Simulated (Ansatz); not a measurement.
Geometry optimisation, Ansatz, DFT PBE, scalar-relativistic, plane waves, PAW.

input.yaml

```yaml
crystal:
  lattice:
    - [3.184304, 1.838459, 12.964197]
    - [-3.184304, 1.838459, 12.964197]
    - [0.0, -3.676917, 12.964197]
  atoms:
    - { symbol: Mo, position: [0.49988747, 0.49988747, 0.4998876] }
    - { symbol: S, position: [0.20646509, 0.20646509, 0.20646514] }
    - { symbol: S, position: [0.12664786, 0.12664786, 0.12664789] }
    - { symbol: Mo, position: [0.49988745, 0.49988745, 0.99988763] }
    - { symbol: S, position: [0.20646507, 0.20646507, 0.70646517], spin: 1.0 }
    - { symbol: Mo, position: [0.49988746, 0.99988743, 0.49988763] }
    - { symbol: S, position: [0.20646508, 0.70646506, 0.20646517] }
    - { symbol: S, position: [0.12664785, 0.62664783, 0.12664792] }
    - { symbol: Mo, position: [0.49988744, 0.99988742, 0.99988766] }
    - { symbol: S, position: [0.20646506, 0.70646504, 0.7064652] }
    - { symbol: S, position: [0.12664783, 0.62664781, 0.62664795] }
    - { symbol: Mo, position: [0.99988743, 0.49988746, 0.49988763] }
    - { symbol: S, position: [0.70646506, 0.20646508, 0.20646517] }
    - { symbol: S, position: [0.62664783, 0.12664785, 0.12664792] }
    - { symbol: Mo, position: [0.99988742, 0.49988744, 0.99988766] }
    - { symbol: S, position: [0.70646504, 0.20646506, 0.7064652] }
    - { symbol: S, position: [0.62664781, 0.12664783, 0.62664795] }
    - { symbol: Mo, position: [0.99988743, 0.99988743, 0.49988765] }
    - { symbol: S, position: [0.70646505, 0.70646505, 0.2064652] }
    - { symbol: S, position: [0.62664782, 0.62664782, 0.12664794] }
    - { symbol: Mo, position: [0.99988741, 0.99988741, 0.99988768] }
    - { symbol: S, position: [0.70646503, 0.70646503, 0.70646522] }
    - { symbol: S, position: [0.6266478, 0.6266478, 0.62664797] }
magnetization:
  spin_polarized: true
total_charge: -1
basis:
  ecutwfc: 420.0
kpoints:
  mp_grid: { grid: [2, 2, 2] }
hamiltonian:
  xc: pbe
  pseudopotentials: { kind: paw, azcp: { folder: soft_1 } }
scf:
  occupations: { method: fermi_dirac, width: 0.05 }
  lower_state_search: "off"
relax:
  f_tol: 0.03
  max_steps: 60
  adjacent_minimum: "off"
```

Run as:

```bash
$ ansatz run input.yaml --threads 4 --pin off --max-ram 10240MiB --backend cpu --events-out ev --progress --plain --runs-dir out
```

Question: Where does it end, and by what steps?

Answer: The forces met the threshold. Limits of this set-up: coarse k mesh, a small cell, in which the defect meets its images, a typed lattice constant that wasn't relaxed here, charged cell in a uniform background, uncorrected. After 3 steps the energy has fallen by 0.056 eV; S7 moved furthest, 0.04 Å.

| step | energy less start (eV) | largest force component (eV/Å) | accepted |
| --- | --- | --- | --- |
| 0 | 0.0000 | 0.626 | yes |
| 1 | -0.0423 | 0.270 | yes |
| 2 | -0.0556 | 0.052 | yes |
| 3 | -0.0558 | 0.019 | yes |

```xyz
23
Lattice="3.1843 1.8385 12.9642 -3.1843 1.8385 12.9642 0.0000 -3.6769 12.9642" Properties=species:S:1:pos:R:3
Mo 0.000 0.000 19.463
S 0.000 -0.003 8.061
S 0.000 0.002 4.934
Mo 0.000 -1.838 25.899
S 0.000 -1.838 14.476
Mo -1.607 0.911 25.915
S -1.615 0.906 14.486
S -1.585 0.924 11.383
Mo -1.592 -0.919 32.427
S -1.594 -0.918 21.025
S -1.590 -0.920 17.898
Mo 1.607 0.911 25.915
S 1.615 0.906 14.486
S 1.585 0.924 11.383
Mo 1.592 -0.919 32.427
S 1.594 -0.918 21.025
S 1.590 -0.920 17.898
Mo 0.000 1.838 32.423
S 0.000 1.838 21.026
S 0.000 1.838 17.900
Mo 0.000 0.017 38.879
S 0.000 0.026 27.451
S 0.000 -0.009 24.348
```

Whether the end is a true minimum wasn't checked by a vibrational analysis.

Run time: 48 s on 4 threads of Arm Neoverse V2, on a shared host, peak memory 1.4 GiB.
